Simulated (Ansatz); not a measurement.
# Alloy of AlN and SiC (2 of 8 Al sites, 2 of 8 N sites exchanged), 16 atoms with displaced atoms

Which settings matter for this cell? A base run comes first, then runs with one to three settings changed.

Program: Ansatz 0.2.0, PAW, plane waves. These are calculated values, not measurements.

**1. Starting point**

16 atoms (6 Al, 2 Si, 6 N, 2 C); a = 6.209 Å, b = 5.377 Å, c = 5.000 Å, α = 90.00°, β = 90.00°, γ = 90.00°. All atoms were shaken off their sites by about 0.04 Å along each axis.

Structure file:

```xyz
16
Lattice="6.2087 0.0000 0.0000 0.0000 5.3769 0.0000 0.0000 0.0000 4.9995" Properties=species:S:1:pos:R:3 pbc="T T T"
Al    1.5614    0.9032    2.4365
Al    0.0363    3.6351    2.5141
Al    4.6535    0.8819    2.4196
Al    0.0130    1.7517    4.9067
Al    3.1247    1.7392    4.9378
Al    1.6030    4.3820    0.0046
Si    3.1200    3.6449    2.4462
Si    4.5542    4.4665    4.9701
N     0.0101    1.7494    1.8330
N     3.1635    1.7400    1.8330
N     1.6070    4.4616    1.8646
N     4.6611    4.4887    1.9957
N     4.6901    0.9018    4.3986
N     3.1183    3.5644    4.4043
C     1.5532    1.0424    4.3891
C     0.0054    3.6226    4.4133
```

**2. PBEsol on the given atoms**

in.yaml

```yaml
crystal:
  lattice:
    - [6.208733, 0.000000, 0.000000]
    - [0.000000, 5.376920, 0.000000]
    - [0.000000, 0.000000, 4.999539]
  atoms:
    - { symbol: Al, position: [0.251492, 0.167970, 0.487352] }
    - { symbol: Al, position: [0.005854, 0.676049, 0.502870] }
    - { symbol: Al, position: [0.749511, 0.164012, 0.483964] }
    - { symbol: Al, position: [0.002097, 0.325775, 0.981427] }
    - { symbol: Al, position: [0.503272, 0.323452, 0.987660] }
    - { symbol: Al, position: [0.258180, 0.814971, 0.000916] }
    - { symbol: Si, position: [0.502522, 0.677875, 0.489291] }
    - { symbol: Si, position: [0.733518, 0.830674, 0.994117] }
    - { symbol: N, position: [0.001624, 0.325356, 0.366631] }
    - { symbol: N, position: [0.509524, 0.323601, 0.366643] }
    - { symbol: N, position: [0.258829, 0.829774, 0.372955] }
    - { symbol: N, position: [0.750738, 0.834817, 0.399169] }
    - { symbol: N, position: [0.755407, 0.167712, 0.879805] }
    - { symbol: N, position: [0.502242, 0.662913, 0.880949] }
    - { symbol: C, position: [0.250169, 0.193859, 0.877906] }
    - { symbol: C, position: [0.000876, 0.673733, 0.882750] }
kpoints:
  mp_grid: { grid: [2, 2, 2], shift: [0.5, 0.5, 0.5] }
hamiltonian:
  xc: pbesol
scf:
  occupations: { method: fermi_dirac, width: 0.01 }
output:
  forces: true
  eigenvalues: true
  stress: true
  populations: true
```

On the command line:

```bash
> ansatz run in.yaml --threads 8 --pin off --max-ram 13300MiB --runs-dir r --events-out ev --progress --plain
```

**3. Changed settings: smearing width 0.2 eV**

Changes to in.yaml since step 2:

```diff
@@ -27,3 +27,4 @@
 scf:
-  occupations: { method: fermi_dirac, width: 0.01 }
+  occupations: { method: fermi_dirac, width: 0.2 }
+  max_iter: 70
 output:
@@ -32,2 +33 @@
   stress: true
-  populations: true
```

**4. Variant: accuracy low, cutoff 800 eV, at most 14 cycles**

Changes to in.yaml since step 3:

```diff
@@ -1 +1,2 @@
+accuracy: low
 crystal:
@@ -24,2 +25,3 @@
   mp_grid: { grid: [2, 2, 2], shift: [0.5, 0.5, 0.5] }
+basis: { ecutwfc: 800 }
 hamiltonian:
@@ -27,4 +29,4 @@
 scf:
-  occupations: { method: fermi_dirac, width: 0.2 }
-  max_iter: 70
+  occupations: { method: fermi_dirac, width: 0.01 }
+  max_iter: 14
 output:
@@ -33 +35,5 @@
   stress: true
+  write_density: true
+  write_potential: true
+  elf: true
+  volumetric_format: npy
```

**5. Changed settings: mixer broyden, cutoff 400 eV, at most 2 cycles**

Changes to in.yaml since step 4:

```diff
@@ -1,2 +1 @@
-accuracy: low
 crystal:
@@ -25,3 +24,3 @@
   mp_grid: { grid: [2, 2, 2], shift: [0.5, 0.5, 0.5] }
-basis: { ecutwfc: 800 }
+basis: { ecutwfc: 400 }
 hamiltonian:
@@ -30,3 +29,4 @@
   occupations: { method: fermi_dirac, width: 0.01 }
-  max_iter: 14
+  max_iter: 2
+  mixing: { algorithm: broyden }
 output:
@@ -35,5 +35 @@
   stress: true
-  write_density: true
-  write_potential: true
-  elf: true
-  volumetric_format: npy
```

**6. Variant: density threshold 1e-05 eV, cutoff 400 eV, dispersion D3(BJ)**

Changes to in.yaml since step 5:

```diff
@@ -27,6 +27,7 @@
   xc: pbesol
+  dispersion: d3bj
 scf:
   occupations: { method: fermi_dirac, width: 0.01 }
-  max_iter: 2
-  mixing: { algorithm: broyden }
+  max_iter: 60
+  convergence: { dr2_threshold: 1e-05 }
 output:
```

**7. Changed settings: occupations tetrahedron, k points 2×2×2 shifted**

Changes to in.yaml since step 6:

```diff
@@ -24,10 +24,7 @@
   mp_grid: { grid: [2, 2, 2], shift: [0.5, 0.5, 0.5] }
-basis: { ecutwfc: 400 }
 hamiltonian:
   xc: pbesol
-  dispersion: d3bj
 scf:
-  occupations: { method: fermi_dirac, width: 0.01 }
-  max_iter: 60
-  convergence: { dr2_threshold: 1e-05 }
+  occupations: { method: tetrahedron }
+  max_iter: 70
 output:
```

**8. Changed settings: accuracy low**

Changes to in.yaml since step 7:

```diff
@@ -1 +1,2 @@
+accuracy: low
 crystal:
@@ -27,3 +28,3 @@
 scf:
-  occupations: { method: tetrahedron }
+  occupations: { method: fermi_dirac, width: 0.01 }
   max_iter: 70
```

Q: Predict the outcome of this session. Wanted: for each run, settings; status; energy from base; forces from base.

As calculated:

| settings | status | cycles | time | energy from base (meV/atom) | forces from base (eV/Å rms) | filled to empty level on the mesh (eV) |
| --- | --- | --- | --- | --- | --- | --- |
| base | converged | 8 | 1.5 s (8 CPU threads) | 0 | 0 | 2.46 |
| smearing width 0.2 eV | converged | 7 | 1.3 s (8 CPU threads) | +0.2 | 0.003 | 2.46 |
| accuracy low, cutoff 800 eV, at most 14 cycles | converged, settings too loose | 8 | 2.3 s (8 CPU threads) | -2.5 | 0.000 | 2.46 |
| mixer broyden, cutoff 400 eV, at most 2 cycles | not converged | - | 0.6 s (8 CPU threads) | - | - | - |
| density threshold 1e-05 eV, cutoff 400 eV, dispersion D3(BJ) | converged | 6 | 0.7 s (8 CPU threads) | - | 0.002 | 2.45 |
| occupations tetrahedron, k points 2×2×2 shifted | converged | 8 | 0.8 s (8 CPU threads) | 0.0 | 0.000 | 2.46 |
| accuracy low | converged, settings too loose | 8 | 0.8 s (8 CPU threads) | 0.0 | 0.000 | 2.46 |

Among these variants the forces move most with smearing width 0.2 eV (0.003 eV/Å rms). The base mesh is coarse for so small a cell, so pressure, spacing and their changes aren't converged values of the solid. 1 of 6 variants gave no result: mixer broyden, cutoff 400 eV, at most 2 cycles (not converged).
